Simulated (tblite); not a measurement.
# C6H10BNO: the cost of one run

Computed with tblite 0.8.0 and PySCF 2.14.0, with density-fitted response routines of our own, on a single molecule in the gas phase. Atoms are numbered from 0 throughout.

### 1 The molecule as given

19 atoms, charge 0, multiplicity 1; geometry from: force field or distance geometry start.

Bonds of the start (Å): C0–C1 1.20, C1–C2 1.48, C2–C3 1.47, C3–C4 1.32, C3–C5 1.49, C5–O6 1.40, O6–B7 1.46, B7–N8 1.52, C0–H9 1.07, C2–H10 1.11, C2–H11 1.12, C4–H12 1.09, C4–H13 1.08, C5–H14 1.12, C5–H15 1.12, B7–H16 1.17, N8–H17 1.05, N8–H18 1.05.

### 2 Relaxing the molecule with GFN2-xTB

Job settings and geometry (Å):

```
{"job": {"kind": "relax", "xc": "GFN2-xTB", "basis": "xTB"}, "charge": 0, "multiplicity": 1}
C     -3.171300     1.385400     0.893200
C     -2.709500     0.335600     0.551300
C     -2.100100    -0.965700     0.178600
C     -0.815500    -0.742700    -0.503600
C     -0.661300    -1.186200    -1.736100
C      0.325600    -0.065900     0.174600
O      1.362800    -0.053300    -0.767200
B      2.579300     0.583500    -0.273800
N      3.476900    -0.139100     0.719000
H     -3.594600     2.319500     1.207500
H     -2.823400    -1.605700    -0.374300
H     -1.894700    -1.513600     1.138300
H      0.264100    -1.060900    -2.290600
H     -1.477900    -1.680000    -2.236500
H      0.628300    -0.596700     1.110800
H      0.077100     0.979200     0.476900
H      2.757100     1.729000    -0.450100
H      3.273100     0.289900     1.653100
H      4.494300     0.012200     0.521500
```

Run with:

```
> OMP_NUM_THREADS=1 python probes_run.py task.json out
```

The driver reads the jobs from task.json and runs them one after another.

**Question.** How long does this first job take on 1 thread of Intel Xeon at 2.50GHz, shared host, and how much memory does it need?

About 2.6 s, with a peak of 0.18 GiB.
